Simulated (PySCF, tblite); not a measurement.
# C₆H₁₂N₂: geometry, infrared bands and NMR shifts

Wanted: the infrared bands and NMR shifts of C₆H₁₂N₂ (`[H]/N=C/C1(N(C)C)CC1`), by calculation.

The runs use tblite 0.8.0 and PySCF 2.14.0, with density-fitted response routines of our own; the level of theory stands in each step. All values are computed, except where a source is named. Atoms are numbered from 0 throughout.

## (1) The molecule as given

20 atoms, charge 0, multiplicity 1; geometry from: force field or distance geometry start.

Bonds of the start (Å): C0–N1 1.40, N1–C2 1.42, N1–C3 1.42, C3–C4 1.50, C4–N5 1.26, C3–C6 1.49, C6–C7 1.50, C7–C3 1.52, C0–H8 1.12, C0–H9 1.11, C0–H10 1.13, C2–H11 1.12, C2–H12 1.12, C2–H13 1.12, C4–H14 1.08, N5–H15 1.04, C6–H16 1.11, C6–H17 1.12, C7–H18 1.11, C7–H19 1.10.

## (2) Relaxing the molecule with GFN2-xTB

The job: settings as JSON, then the geometry in Å.

```
{"job": {"kind": "relax", "xc": "GFN2-xTB", "basis": "xTB"}, "charge": 0, "multiplicity": 1}
C     -1.291500    -0.915300    -1.256900
N     -0.919000    -0.084000    -0.196500
C     -1.790100     0.085000     0.908100
C      0.455100     0.198700     0.013000
C      1.299700    -1.012200     0.277600
N      2.170600    -0.947100     1.191100
C      0.812800     1.531700     0.573500
C      1.184700     1.216900    -0.842600
H     -0.568500    -0.803400    -2.110000
H     -1.367700    -2.005800    -1.047700
H     -2.296200    -0.628400    -1.689400
H     -1.187700     0.509300     1.748100
H     -2.252800    -0.841100     1.323600
H     -2.592900     0.850000     0.731000
H      1.192500    -1.918900    -0.301900
H      2.758100    -1.784700     1.374500
H      1.607000     1.664600     1.337100
H     -0.050900     2.249200     0.634500
H      0.571500     1.625900    -1.678500
H      2.260100     1.020200    -0.991800
```

Run with:

```sh
> OMP_NUM_THREADS=1 python probes_run.py task.json out
```

The driver reads the jobs from task.json and runs them one after another.

**Question.** This job is followed by: GFN2-xTB harmonic vibrations, gas phase; GIAO PBE0/pcSseg-1 NMR shielding, non-relativistic, gas phase. What will the session give for the following? strongest single infrared mode (GFN2-xTB); zero-point energy (GFN2-xTB); 13C shifts against TMS (PBE0/pcSseg-1, means over atoms taken as alike); 1H shifts against TMS (PBE0/pcSseg-1, means over atoms taken as alike); 15N shifts against NH3 (PBE0/pcSseg-1).

As calculated:

```
                                                               quantity                              value
                              strongest single infrared mode (GFN2-xTB)              2859 cm⁻¹, 186 km/mol
                                           zero-point energy (GFN2-xTB)                     107.8 kcal/mol
13C shifts against TMS (PBE0/pcSseg-1, means over atoms taken as alike)        178.7, 51.3, 43.9, 28.1 ppm
 1H shifts against TMS (PBE0/pcSseg-1, means over atoms taken as alike)  10.43, 9.06, 2.56, 1.39, 1.06 ppm
                                 15N shifts against NH3 (PBE0/pcSseg-1)                    342.3, 42.1 ppm
```

**Reading.** Relaxing lowered the energy by 0.661 eV in 76 steps; the close pair that moved most is C0–N1, from 1.398 to 1.447 Å. All 54 modes are real, so the xTB geometry is a minimum. The strongest single mode, at 2859 cm⁻¹, moves mainly H9 and H12. GFN2-xTB is a fitted tight-binding method: band positions and strengths are rough. Its intensities can rank the bands wrongly. At PBE0/pcSseg-1: Shielding is most anisotropic at N5 (span 656 ppm, paramagnetic term -394 ppm).
